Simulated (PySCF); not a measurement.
# CH5GeO (SMILES [CH3][GeH][OH]): UBLYP/def2-TZVP

Aim: the vertical ionisation energy of CH5GeO at UBLYP/def2-TZVP, from 2 runs. 

The calculation is run with PySCF 2.14.0.

## Step 1: The structure to begin with

CH5GeO has 8 atoms, charge 0, and is taken as a doublet. As SMILES, `[CH3][GeH][OH]`. The coordinates come from a PBE0-D4/def2-TZVP relaxation. This is one conformer, not always the lowest.

Bond lengths: C1–Ge2 1.954 Å, Ge2–O3 1.792 Å, C1–H4 1.090 Å, C1–H5 1.092 Å, C1–H6 1.090 Å, Ge2–H7 1.564 Å, O3–H8 0.960 Å. Angles: C1–Ge2–O3 103.5°, C1–Ge2–H7 112.3°, O3–Ge2–H7 107.9°, Ge2–C1–H4 110.3°, Ge2–C1–H5 108.7°, Ge2–C1–H6 109.9°, Ge2–O3–H8 112.7°, H4–C1–H5 109.5°, H4–C1–H6 109.3°, H5–C1–H6 109.1°.

## Step 2: A single-point energy at UBLYP/def2-TZVP

File calc.py:

```python
# [CH3][GeH][OH]
from pyscf import gto, dft

mol = gto.M(
    atom='''
C     -1.265550     1.582457    -1.025743
Ge     1.667116    -0.527045    -0.262672
O      0.302545    -3.342737     1.032546
H     -0.661026     3.416058    -1.745162
H     -2.357622     1.848719     0.705435
H     -2.449085     0.656302    -2.433400
H      3.405475     0.675955     1.802799
H      1.532379    -4.417991     1.820940
''',
    spin=1,
    basis='def2-tzvp',
    unit='bohr',
    verbose=3,
    max_memory=1860,
)

mf = dft.UKS(mol)
mf.xc = 'blyp'
mf.grids.level = 4
mf.conv_tol = 1e-10
mf.kernel()
if not mf.converged:
    mf = mf.newton().run(mf.mo_coeff, mf.mo_occ)

etot = mf.e_tot
print('Final energy', etot)
```

The run is started by

```console
$ OMP_NUM_THREADS=1 python calc.py
```

Log:

```text
WARN: HOMO -0.169115239991974 >= LUMO -0.169115239991967

converged SCF energy = -2193.39396724415  <S^2> = 0.75110366  2S+1 = 2.0011034
Final energy -2193.3939672441475
```

It took 49 s on 1 thread of Arm Neoverse V1, shared host; peak memory 0.92 GiB.

## Step 3: The singlet cation at the same level

File input.py:

```python
from pyscf import gto, dft

mol = gto.Mole()
mol.atom = '''
C     -0.669700     0.837400    -0.542800
Ge     0.882200    -0.278900    -0.139000
O      0.160100    -1.768900     0.546400
H     -0.349800     1.807700    -0.923500
H     -1.247600     0.978300     0.373300
H     -1.296000     0.347300    -1.287700
H      1.802100     0.357700     0.954000
H      0.810900    -2.337900     0.963600
'''
mol.max_memory = 1860
mol.charge = 1
mol.verbose = 3
mol.basis = 'def2-tzvp'
mol.build()

mf = dft.RKS(mol)
mf.xc = 'blyp'
mf.grids.level = 4
mf.conv_tol = 1e-10
mf.kernel()
if not mf.converged:
    mf = mf.newton().run(mf.mo_coeff, mf.mo_occ)

etot = mf.e_tot
print('Final energy', etot)
```

The run is started by

```console
$ OMP_NUM_THREADS=1 python input.py
```

Log:

```text
converged SCF energy = -2193.11316991218
Final energy -2193.113169912177
```

Run time: 27 s. Hardware: 1 thread of Arm Neoverse V1, shared host; peak memory 0.91 GiB.

## Step 4: What came out

Level: UBLYP/def2-TZVP.

| quantity | value |
| --- | --- |
| doublet CH5GeO: total energy | -2193.39397 Eh |
| doublet CH5GeO: dipole moment | 0.74 D |
| doublet CH5GeO: HOMO energy (highest over α and β) | -4.36 eV |
| doublet CH5GeO: LUMO energy (lowest over α and β) | -3.31 eV |
| doublet CH5GeO: ⟨S²⟩ | 0.751 |
| singlet cation: total energy | -2193.11317 Eh |
| singlet cation: HOMO energy | -13.66 eV |
| singlet cation: LUMO energy | -10.87 eV |
| singlet cation: HOMO–LUMO gap | 2.79 eV |
| vertical ionisation energy (to the singlet cation) | 7.641 eV |

What this shows: The vertical ionisation energy comes to 7.64 eV (737 kJ/mol). Only the singlet of the ionised species was computed; a triplet could lie lower. Mulliken charges (doublet CH5GeO) run from -0.50 on O3 to +0.31 on Ge2; they depend strongly on the basis.
